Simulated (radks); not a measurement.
**Nuclear size and the levels of Pm**

An exercise on one series of results from a longer session: the logs are not shown, and one member is left open.

Program: radks (a radial shooting solver on a logarithmic mesh, Libxc functionals) version 1. Level of theory: Dirac Kohn-Sham, LDA (Slater exchange, Perdew-Wang correlation), spin-unpolarised, spherical densities, finite nucleus; open shells are shared between the two j in proportion to 2j + 1. These are calculated values, not measurements, unless marked.

## Starting point

- element: promethium (Z = 61)
- charge: 0
- electrons: 61
- configuration: [Xe] 4f5 6s2
- nuclear rms radius: 4.962 fm

The outer shells:

Pm
```
[Xe] core
4f [↑ ][↑ ][↑ ][↑ ][↑ ][  ][  ]
6s [↑↓]
```

Set-up of the first run:

Input:

```text
Z 61
configuration [Xe] 4f5 6s2 5d0 6p0
relativity Dirac
functional lda,pw
spin unpolarised
j_filling average
nucleus finite rms 4.962 fm
c 137.035999084
```

Among the steps run: rms radius 4.962 fm.

One of the session's tables, all rows but one given; the rest of the session is left out.

It belongs to the step «rms radius 4.962 fm». Sizes of the orbitals, from the radial functions (bohr):

| level | <r> | outermost maximum (interpolated) | 90 % within | nodes |
| --- | --- | --- | --- | --- |
| 5p3/2 | 1.727 | 1.49 | 2.55 | 3 |
| 6s1/2 | 4.319 | 3.66 | 6.38 | 5 |
| 4f5/2 | 1.055 | 0.634 | 1.87 | 0 |
| 4f7/2 | 1.078 | 0.639 | 1.92 | 0 |
| 5d3/2 | 3.217 | 2.19 | 5.34 | 2 |
| 5d5/2 | 3.331 | 2.25 | 5.54 | 2 |
| 6p1/2 | 5.767 | 4.80 | 8.65 | 4 |
| 6p3/2 | ? | ? | ? | ? |

Estimate the missing values for 6p3/2.

The run gave: <r>: 6.100; outermost maximum (interpolated): 5.08; 90 % within: 9.13; nodes: 4. In the column «<r>» it is the highest.
